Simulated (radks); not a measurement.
# Polarisabilities and dispersion coefficients of Ta, W⁺, Re²⁺ and others

One table from this session's results is given with a row withheld; the runs are named, their logs left out.

Program: radks (a radial shooting solver on a logarithmic mesh, Libxc functionals) version 1. Level of theory: non-relativistic Kohn-Sham, LB94 model potential, spin-polarised, spherical densities, point nucleus; open shells are filled with parallel spins first. These are calculated values, not measurements, unless marked.

## What is computed

```
species : Ta ([Xe] 4f14 5d3 6s2), W⁺ ([Xe] 4f14 5d4 6s1), Re²⁺ ([Xe] 4f14 5d5), Os³⁺ ([Xe] 4f14 5d5), Ir⁴⁺ ([Xe] 4f14 5d5), Pt⁵⁺ ([Xe] 4f14 5d5), Au⁶⁺ ([Xe] 4f14 5d5), Hg⁷⁺ ([Xe] 4f14 5d5), Tl⁸⁺ ([Xe] 4f14 5d5)
```

LB94 adds a gradient term to the LDA potential that gives it a −1/r tail. It is a model potential with no energy functional, so Etot and Exc are not given.

The first run:

Input:

```text
Z 73
configuration [Xe] 4f14 5d3 6s2
relativity non-relativistic
functional lda,pw
model_potential LB94
spin polarised
nucleus point
response adiabatic LDA kernel
```

Among the steps run: Ta, [Xe] 4f14 5d3 6s2; W⁺, [Xe] 4f14 5d4 6s1; Re²⁺, [Xe] 4f14 5d5; Os³⁺, [Xe] 4f14 5d5; Ir⁴⁺, [Xe] 4f14 5d5; Pt⁵⁺, [Xe] 4f14 5d5; Au⁶⁺, [Xe] 4f14 5d5; Hg⁷⁺, [Xe] 4f14 5d5; Tl⁸⁺, [Xe] 4f14 5d5.

One of the session's tables, all rows but one given; the rest of the session is left out.

| species | −ε(HOMO) (eV) | α (bohr³) | α uncoupled (bohr³) | C6 (hartree bohr⁶) |
| --- | --- | --- | --- | --- |
| Ta | ? | ? | ? | ? |
| W⁺ | 15.887 | 37.09 | 60.11 | 294.9 |
| Re²⁺ | 29.596 | 10.38 | 15.25 | 65.22 |
| Os³⁺ | 44.315 | 6.390 | 9.430 | 35.79 |
| Ir⁴⁺ | 60.753 | 4.407 | 6.545 | 22.22 |
| Pt⁵⁺ | 78.764 | 3.261 | 4.872 | 14.91 |
| Au⁶⁺ | 98.252 | 2.530 | 3.799 | 10.56 |
| Hg⁷⁺ | 119.15 | 2.030 | 3.060 | 7.775 |
| Tl⁸⁺ | 141.41 | 1.671 | 2.525 | 5.899 |

Q: Estimate the row for Ta from the others.

The run gave: −ε(HOMO) (eV): 7.243; α (bohr³): 83.73; α uncoupled (bohr³): 167.6; C6 (hartree bohr⁶): 1023. In the column «−ε(HOMO) (eV)» it is the lowest.

In words: Uncoupled leaves out the potential induced by the response; For heavy and open-shell atoms this level can miss by tens of per cent.
